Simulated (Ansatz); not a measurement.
# Cl2FH4MgN: the cost of one run

Method: RKS BLYP-D4/def2-SVP, in Ansatz 0.2.0.

### Step 1. The system as given

Bond lengths: Mg1–Cl2 2.838 Å, Mg1–Cl3 2.137 Å, Mg1–N5 2.475 Å, N5–H8 1.012 Å, N5–H9 1.013 Å. Angles: Cl2–Mg1–Cl3 128.0°, Cl2–Mg1–N5 95.2°, Cl3–Mg1–N5 133.6°, Mg1–N5–H8 118.4°, Mg1–N5–H9 114.9°, H8–N5–H9 107.9°.

Structure file:

```xyz
9

Mg   -0.2182   -1.5412   -0.6503
Cl    1.6680   -1.4746    1.4696
Cl   -1.2236   -3.2432   -1.4620
H     0.2122    1.2554    0.2843
N    -0.7593    0.8711   -0.5438
H     1.5088    0.2628    1.3535
F     1.1470    1.3615    1.0436
H    -0.6913    1.4170   -1.3933
H    -1.6436    1.0912   -0.1017
```

### Step 2. A restrained relaxation towards end A

Springs on the bonds that form and break draw the guess towards this end; the thresholds are loose.

input.yaml reads:

```yaml
crystal:
  periodic: [false, false, false]
  atoms:
    - { symbol: Mg, position_ang: [-0.2182, -1.5412, -0.6503] }
    - { symbol: Cl, position_ang: [1.668, -1.4746, 1.4696] }
    - { symbol: Cl, position_ang: [-1.2236, -3.2432, -1.462] }
    - { symbol: H, position_ang: [0.2122, 1.2554, 0.2843] }
    - { symbol: "N", position_ang: [-0.7593, 0.8711, -0.5438] }
    - { symbol: H, position_ang: [1.5088, 0.2628, 1.3535] }
    - { symbol: F, position_ang: [1.147, 1.3615, 1.0436] }
    - { symbol: H, position_ang: [-0.6913, 1.417, -1.3933] }
    - { symbol: H, position_ang: [-1.6436, 1.0912, -0.1017] }
basis:
  gaussian: { orbitals: def2-SVP }
hamiltonian:
  xc: blyp
  dispersion: d4
relax:
  f_tol: 0.15
  max_steps: 25
  restrain:
    - { distance: [0, 4], at: 3.42, k: 30.0 }
    - { distance: [3, 6], at: 2.18, k: 30.0 }
    - { distance: [5, 1], at: 2.63, k: 30.0 }
    - { distance: [0, 1], at: 2.43, k: 30.0 }
    - { distance: [3, 4], at: 1.02, k: 30.0 }
    - { distance: [5, 6], at: 0.88, k: 30.0 }
```

Started as:

```
$ ansatz run input.yaml --threads 2 --pin off --max-ram 3072MiB --backend cpu --events-out ev --progress --plain --runs-dir out
```

Q: Estimate wall time and peak memory on 2 threads of Arm Neoverse V1, shared host.

About 19 s, with a peak of 0.15 GiB.
